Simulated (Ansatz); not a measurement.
## C₂H₂N₂S, SMILES c1cnsn1: energies of removing a hydrogen, step by step

Computed with Ansatz's Python interface.

Input file `c2h2n2s.xyz`:
```text
7

C    -0.56500    0.59970   -0.08370
C    -0.25750   -0.78610    0.03920
N     1.03980   -1.07800    0.15210
S     1.81270    0.41080    0.09800
N     0.48480    1.42360   -0.06970
H    -1.55000    1.03390   -0.18490
H    -0.96480   -1.60380    0.04900
```

Interactive session:
```pycon
>>> import ansatz as az
>>> def energy(molecule, charge=0, unpaired=0):
...     calc = (
...         molecule.calculation()
...         .basis(gaussian="def2-TZVP")
...         .functional("pbe0")
...     )
...     if charge:
...         calc = calc.charge(charge)
...     if unpaired:
...         calc = calc.spin("collinear", total=unpaired)
...     return calc.run().report["free_energy_ev"]
...
>>> def without(molecule, index):
...     rest = az.Crystal.molecule()
...     for i, site in enumerate(molecule.cartesian_sites):
...         if i != index:
...             rest = rest.atom(site.symbol, site.position_ang)
...     return rest
...
>>> mol = az.Crystal.molecule_from_extxyz("c2h2n2s.xyz")
>>> whole = energy(mol, 0)
>>> hydrogen = energy(az.Crystal.molecule().atom("H", (0, 0, 0)), 0, 1)
>>> print(f"E(molecule) = {whole:.5f} eV, E(H) = {hydrogen:.5f} eV")
E(molecule) = -15913.78050 eV, E(H) = -13.63389 eV
>>> for index in [6]:
...     radical = energy(without(mol, index), 0, 1)
...     print(f"H{index}: homolysis {(radical + hydrogen - whole):.3f} eV")
...     anion = energy(without(mol, index), -1)
...     print(f"H{index}: loss of a proton {(anion - whole):.3f} eV")
...
H6: homolysis 5.102 eV
H6: loss of a proton 17.054 eV
```

Reading the output:
- Total energies depend on the basis set; only differences at equal settings carry meaning.
- The geometry is a force-field or estimated start, not a minimum of this method, and the basis set is short of its limit. All parts are taken at fixed geometry, without zero-point energy.
- Anions want diffuse functions, which this basis lacks.
- Run time: 21 s on 1 thread of Arm Neoverse V1 (shared host), peak memory 0.44 GiB.
